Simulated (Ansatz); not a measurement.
# AlH4NO2 + AsH3: a complex and its separated parts

The complex below is one end of an elementary step. How strongly is it bound against its free parts?

Method: PBE0-D4/def2-TZVP structures, single points in def2-TZVPP, no counterpoise correction; program: Ansatz 0.2.0, Gaussian basis.

Levels: SPW92, PBE-D4, BLYP-D4, r2SCAN-D4, B97M-V, PBE0-D4, B3LYP-D4, r2SCAN0-D4, BHLYP-D4, CAM-B3LYP-D4, wB97X-V, wB97M-V, B2PLYP, PBE-QIDH, RPA on PBE, Hartree-Fock, MP2, CCSD, CCSD(T).

Cores are frozen in the correlated methods. Filled d shells of the heavier atoms are correlated. B3LYP uses VWN-RPA correlation. B2PLYP carries no dispersion term here.

94 further runs of the same task are left out: 94 set aside as unsound or not needed.

### 1 The system as given

The complex: 12 atoms, charge 0, spin multiplicity 1.

Atoms are counted from 1 here; the program's logs count them from 0.

Bond lengths: Al1–N2 1.759 Å, Al1–O3 1.697 Å, Al1–O4 1.697 Å, N2–H7 1.006 Å, N2–H8 1.006 Å, O3–H9 0.954 Å, O4–H10 0.954 Å, H5–As6 1.528 Å, As6–H11 1.521 Å, As6–H12 1.521 Å. Angles: N2–Al1–O3 117.3°, N2–Al1–O4 117.3°, O3–Al1–O4 125.1°, Al1–N2–H7 124.5°, Al1–N2–H8 124.5°, H7–N2–H8 111.0°, Al1–O3–H9 124.8°, Al1–O4–H10 124.8°, H5–As6–H11 92.1°, H5–As6–H12 92.1°, H11–As6–H12 92.3°.

As a file:

```
Al    0.1867   -0.7866   -0.5425
N     1.9271   -0.5338   -0.5080
O    -0.4779   -1.7912    0.6523
O    -0.6711   -0.1199   -1.8458
H     0.5249    1.4250    0.9144
As   -0.7145    2.1210    1.4737
H     2.4399   -0.0080   -1.1948
H     2.5454   -0.9265    0.1810
H    -1.4046   -2.0025    0.7321
H    -1.6129   -0.1984   -1.9743
H    -1.2987    0.8064    1.9689
H    -1.4443    2.0146    0.1431
```

Its parts: AlH4NO2 holds atoms 1, 2, 3, 4, 7, 8, 9, 10; AsH3 holds atoms 5, 6, 11, 12. Each part counts its atoms afresh in its own runs.

### 2 Relaxing AlH4NO2 alone

The input, relax-a/in.yaml:

```yaml
crystal:
  periodic: [false, false, false]
  atoms:
    - {symbol: Al, position_ang: [0.186671, -0.786601, -0.542531]}
    - {symbol: N, position_ang: [1.927143, -0.533812, -0.507980]}
    - {symbol: O, position_ang: [-0.477923, -1.791186, 0.652337]}
    - {symbol: O, position_ang: [-0.671104, -0.119928, -1.845847]}
    - {symbol: H, position_ang: [2.439914, -0.008024, -1.194782]}
    - {symbol: H, position_ang: [2.545415, -0.926526, 0.180969]}
    - {symbol: H, position_ang: [-1.404584, -2.002478, 0.732127]}
    - {symbol: H, position_ang: [-1.612942, -0.198369, -1.974292]}
basis:
  gaussian: {orbitals: def2-TZVP}
hamiltonian: {xc: pbe0, dispersion: d4}
relax: {f_tol: 0.005, max_steps: 200}
```

Run with:

```sh
$ ansatz run in.yaml --threads 8 --pin off --events-out ev --progress --plain --max-ram 19148MiB
```

After this run come: Relaxing AsH3 alone; SPW92/def2-TZVPP; PBE-D4/def2-TZVPP; BLYP-D4/def2-TZVPP; r2SCAN-D4/def2-TZVPP; B97M-V/def2-TZVPP; PBE0-D4/def2-TZVPP; B3LYP-D4/def2-TZVPP; r2SCAN0-D4/def2-TZVPP; BHLYP-D4/def2-TZVPP; CAM-B3LYP-D4/def2-TZVPP; wB97X-V/def2-TZVPP; wB97M-V/def2-TZVPP; B2PLYP/def2-TZVPP; PBE-QIDH/def2-TZVPP; RPA on PBE/def2-TZVPP; CCSD(T)/def2-TZVPP; Vibrations of AlH4NO2; Vibrations of AsH3.

What does the calculation give? Wanted: complex less parts, CCSD(T)/def2-TZVPP; with zero-point energy; largest T1 diagnostic.

The runs gave:

| quantity | value |
| --- | --- |
| complex less parts, CCSD(T)/def2-TZVPP | -8.8 kJ/mol |
| with zero-point energy | -6.9 kJ/mol |
| largest T1 diagnostic | 0.013 |

**Reading.** At CCSD(T) the complex lies 8.8 kJ/mol below its parts. The functionals run from PBE-QIDH, off by +1.2 kJ/mol, to SPW92, off by -14.8 kJ/mol, against CCSD(T). Mean unsigned error by rung: LDA 14.8, GGA 6.1, meta-GGA 3.0, hybrid 3.9, range-separated hybrid 2.2, double hybrid 3.7 kJ/mol. PBE-D4 gives a relative energy 7.8 kJ/mol too low, an error of 89 % of the reference. No counterpoise was applied, and triple zeta lacks some correlation, so the CCSD(T) reference has a basis error of its own, and close matches with it are partly luck.
